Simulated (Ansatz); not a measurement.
# CH3NZn: how energies converge with the basis set

Aim: see how fast density functionals converge with the basis set for CH3NZn.

Computed with Ansatz 0.2.0, Gaussian basis. Level: one geometry, several basis sets.

Levels to be run: PBE0-D4/def2-SVP; ωB97M-V/def2-SVP; PBE0-D4/def2-QZVPP; ωB97M-V/def2-QZVPP; the functionals' def2-TZVPP values are taken from earlier runs.

### Step 1. The relaxed structure

An earlier PBE0-D4 in a triple-zeta def2 set relaxation fixed the geometry.

6 atoms, charge 0, spin multiplicity 1.

Atoms are counted from 1 here; the program's logs count them from 0.

Bond lengths: C1–N2 1.260 Å, C1–H4 1.095 Å, C1–H5 1.092 Å, N2–H6 1.020 Å. Angles: N2–C1–H4 124.8°, N2–C1–H5 118.7°, H4–C1–H5 116.6°, C1–N2–H6 111.7°.

Geometry (Å):

```mol
CH3NZn
  3D, bonds by distance, orders not assigned

  6  4  0  0  0  0  0  0  0  0999 V2000
   -0.4869    0.0200   -0.5492 C   0  0
   -0.1718    0.0822    0.6694 N   0  0
    2.8864   -0.4183    0.7975 Zn  0  0
   -1.5003    0.1592   -0.9400 H   0  0
    0.2954   -0.1865   -1.2830 H   0  0
   -0.9807    0.2793    1.2589 H   0  0
  1  2  8  0
  1  4  8  0
  1  5  8  0
  2  6  8  0
M  END
```

### Step 2. PBE0-D4 in def2-SVP

in.yaml

```yaml
crystal:
  periodic: [false, false, false]
  atoms:
    - {symbol: C, position_ang: [-0.486949, 0.020017, -0.549190]}
    - {symbol: N, position_ang: [-0.171754, 0.082206, 0.669449]}
    - {symbol: Zn, position_ang: [2.886380, -0.418276, 0.797495]}
    - {symbol: H, position_ang: [-1.500322, 0.159242, -0.940011]}
    - {symbol: H, position_ang: [0.295442, -0.186529, -1.283032]}
    - {symbol: H, position_ang: [-0.980698, 0.279338, 1.258887]}
basis:
  gaussian: {orbitals: def2-SVP}
hamiltonian: {xc: pbe0, dispersion: d4}
output: {orbitals: {seedname: orbitals}}
```

Started as:

```
$ ansatz run in.yaml --threads 2 --pin off --events-out ev --progress --plain --max-ram 4352MiB
```

Further steps of the session: ωB97M-V in def2-SVP; PBE0-D4 in def2-QZVPP; ωB97M-V in def2-QZVPP.

Before running them: what should the planned runs give, taken together? Wanted: PBE0-D4: double and triple zeta above quadruple; ωB97M-V: double and triple zeta above quadruple.

As calculated:

| quantity | value |
| --- | --- |
| PBE0-D4: double and triple zeta above quadruple | 11.42, 1.28 eV |
| ωB97M-V: double and triple zeta above quadruple | 11.50, 1.25 eV |

PBE0-D4 gains 10.14 eV from double to triple zeta, then 1.28 eV more. Total energies overstate the basis error of differences, where much of it tends to cancel. The LUMO of ωB97M-V is positive and keeps falling with the basis (2.03 to 0.89 eV): an unbound level that the basis holds in place.
